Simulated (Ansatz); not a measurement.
# CH7AlOSn: a ladder of functionals and wavefunction methods

Aim: compute CH7AlOSn with functionals from several rungs and with coupled cluster. The yardstick is the atomisation energy at the CCSD(T) limit.

The runs use Ansatz 0.2.0, Gaussian basis; functionals in def2-TZVPP, the program's frozen cores in correlated methods.

Levels to be run: PBE-D4, r2SCAN-D4, PBE0-D4, B3LYP-D4, ωB97X-V, ωB97M-V, B2PLYP; CCSD(T)/def2-TZVPP; MP2/def2-QZVPP; extrapolation to the limit.

### Step 1. The relaxed structure

The geometry comes from an earlier relaxation with PBE0-D4 in a triple-zeta def2 set; it is a stationary point, not always the lowest conformer. Sn takes the def2 core potential; no spin-orbit term is included.

SMILES `[CH3][AlH][SnH2][OH]`, 11 atoms, charge 0, spin multiplicity 1.

Atoms are counted from 1 here; the program's logs count them from 0.

Bond lengths: C1–Al2 1.946 Å, C1–H5 1.092 Å, C1–H6 1.095 Å, C1–H7 1.095 Å, Al2–Sn3 2.665 Å, Al2–H8 1.591 Å, Sn3–O4 1.990 Å, Sn3–H9 1.723 Å, Sn3–H10 1.723 Å, O4–H11 0.959 Å. Angles: Al2–C1–H5 112.2°, Al2–C1–H6 110.6°, Al2–C1–H7 110.5°, H5–C1–H6 108.5°, H5–C1–H7 108.4°, H6–C1–H7 106.5°, C1–Al2–Sn3 118.9°, C1–Al2–H8 122.0°, Sn3–Al2–H8 119.2°, Al2–Sn3–O4 101.9°, Al2–Sn3–H9 118.1°, Al2–Sn3–H10 118.1°, O4–Sn3–H9 106.1°, O4–Sn3–H10 106.1°, H9–Sn3–H10 105.4°, Sn3–O4–H11 112.9°.

As a file:

```xyz
11
CH7AlOSn
C    -1.1709    1.7828   -0.3615
Al   -0.2384    0.3389   -1.2734
Sn    0.9980   -1.5176    0.1854
O     0.6225   -0.8985    2.0388
H    -1.1158    1.6888    0.7245
H    -2.2259    1.8062   -0.6546
H    -0.7471    2.7521   -0.6457
H    -0.1929    0.2359   -2.8601
H     2.7118   -1.6393    0.0617
H     0.4180   -3.1371    0.0974
H     1.0061   -1.4691    2.7081
```

### Step 2. PBE-D4 (GGA)

Contents of in.yaml:

```yaml
crystal:
  periodic: [false, false, false]
  atoms:
    - {symbol: C, position_ang: [-1.170888, 1.782820, -0.361537]}
    - {symbol: Al, position_ang: [-0.238391, 0.338874, -1.273415]}
    - {symbol: Sn, position_ang: [0.998047, -1.517594, 0.185398]}
    - {symbol: O, position_ang: [0.622544, -0.898514, 2.038840]}
    - {symbol: H, position_ang: [-1.115783, 1.688753, 0.724505]}
    - {symbol: H, position_ang: [-2.225919, 1.806210, -0.654621]}
    - {symbol: H, position_ang: [-0.747115, 2.752120, -0.645699]}
    - {symbol: H, position_ang: [-0.192947, 0.235912, -2.860130]}
    - {symbol: H, position_ang: [2.711808, -1.639269, 0.061665]}
    - {symbol: H, position_ang: [0.417954, -3.137106, 0.097441]}
    - {symbol: H, position_ang: [1.006089, -1.469106, 2.708054]}
basis:
  gaussian: {orbitals: def2-TZVPP}
hamiltonian: {xc: pbe, dispersion: d4}
output: {forces: true, orbitals: {seedname: orbitals}}
```

Run with:

```console
> ansatz run in.yaml --threads 4 --pin off --events-out ev --progress --plain --max-ram 10444MiB
```

The runs that follow: r2SCAN-D4 (meta-GGA); PBE0-D4 (hybrid); B3LYP-D4 (hybrid); ωB97X-V (range-separated); ωB97M-V (range-separated); B2PLYP (double hybrid); CCSD(T) in def2-TZVPP; MP2 in def2-QZVPP.

Q: Predict the results of all the runs planned. Wanted: atomisation energy, CCSD(T)/CBS; farthest; mean size of error, hybrid; mean size of error, range-separated; gap, smallest and largest; T1 diagnostic; triples share of the correlation energy.

**Answer**, as computed:

| quantity | value |
| --- | --- |
| atomisation energy, CCSD(T)/CBS | 3367.5 kJ/mol |
| functionals within 33.7 kJ/mol (1.0 %) | PBE-D4, r2SCAN-D4, ωB97X-V, ωB97M-V |
| farthest | B2PLYP (-78.4 kJ/mol) |
| mean size of error, hybrid | 53.3 kJ/mol |
| mean size of error, range-separated | 18.0 kJ/mol |
| gap, smallest and largest | 3.56 eV (PBE-D4), 9.42 eV (ωB97X-V) |
| T1 diagnostic | 0.0131 |
| triples share of the correlation energy | 3.2 % |

What this shows: PBE-D4 is off by -21.3 kJ/mol. Double hybrids carry the basis error of their MP2 part in triple zeta, and no dispersion term here, so their miss is partly the set-up's. Misses under about 33.7 kJ/mol are within the doubt on the reference itself, which lacks core-valence correlation, spin-orbit coupling and higher excitations, and its outer-core shells are covered unevenly. All levels share the lack of spin-orbit coupling, which lowers the free heavy atoms and so the true binding. Hartree-Fock recovers 72 % of the binding; the rest is correlation. The gap grows from 3.6 to 9.4 eV across the functionals, mostly with the share of exact exchange. Correlated methods include outer-core shells of Sn, which these sets cover unevenly.
